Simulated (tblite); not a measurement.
# C6H13AlOS: the cost of one run

The runs use tblite 0.8.0 and PySCF 2.14.0, with density-fitted response routines of our own; the level of theory stands in each step. All values are computed, except where a source is named. Atoms count from 0, in the outputs and in this text.

## 1. The molecule as given

22 atoms, charge 0, multiplicity 1; geometry from: force field or distance geometry start.

Bonds of the start (Å): C0–C1 1.50, C1–S2 1.46, C1–C3 1.51, C3–C4 1.53, C4–C5 1.52, C5–C6 1.52, C6–O7 1.42, O7–Al8 1.87, O7–C3 1.41, C0–H9 1.11, C0–H10 1.11, C0–H11 1.10, C3–H12 1.14, C4–H13 1.10, C4–H14 1.11, C5–H15 1.10, C5–H16 1.11, C6–H17 1.11, C6–H18 1.12, Al8–H19 1.60, Al8–H20 1.61, Al8–H21 1.60.

## 2. Optimising the geometry with GFN2-xTB

Job settings and geometry (Å):

```
{"job": {"kind": "relax", "xc": "GFN2-xTB", "basis": "xTB"}, "charge": 0, "multiplicity": 1}
C      2.414200     0.605600    -0.452000
C      1.666000     0.032400     0.718200
S      2.395500    -0.203100     1.960900
C      0.221200    -0.403900     0.589600
C      0.110900    -1.694100    -0.229000
C     -1.031900    -1.418700    -1.192800
C     -1.593500    -0.097300    -0.707900
O     -0.531200     0.591600    -0.062400
Al    -1.181200     1.913900     1.091700
H      1.741200     0.662000    -1.337700
H      2.751300     1.634000    -0.213900
H      3.276900    -0.029000    -0.708100
H     -0.218300    -0.639200     1.614500
H     -0.118200    -2.564300     0.411900
H      1.036700    -1.907000    -0.807300
H     -0.641600    -1.302900    -2.214400
H     -1.790200    -2.221800    -1.159800
H     -1.975200     0.487200    -1.564700
H     -2.441700    -0.316800    -0.003300
H     -2.084400     1.248800     2.230800
H     -2.063400     2.969600     0.263400
H      0.046400     2.672400     1.771400
```

Started as:

```console
OMP_NUM_THREADS=1 python probes_run.py task.json out
```

The driver reads the jobs from task.json and runs them one after another.

**Question.** How long does this first job take on 1 thread of Arm Neoverse V1, shared host, and how much memory does it need?

About 2.2 s, with a peak of 0.18 GiB.
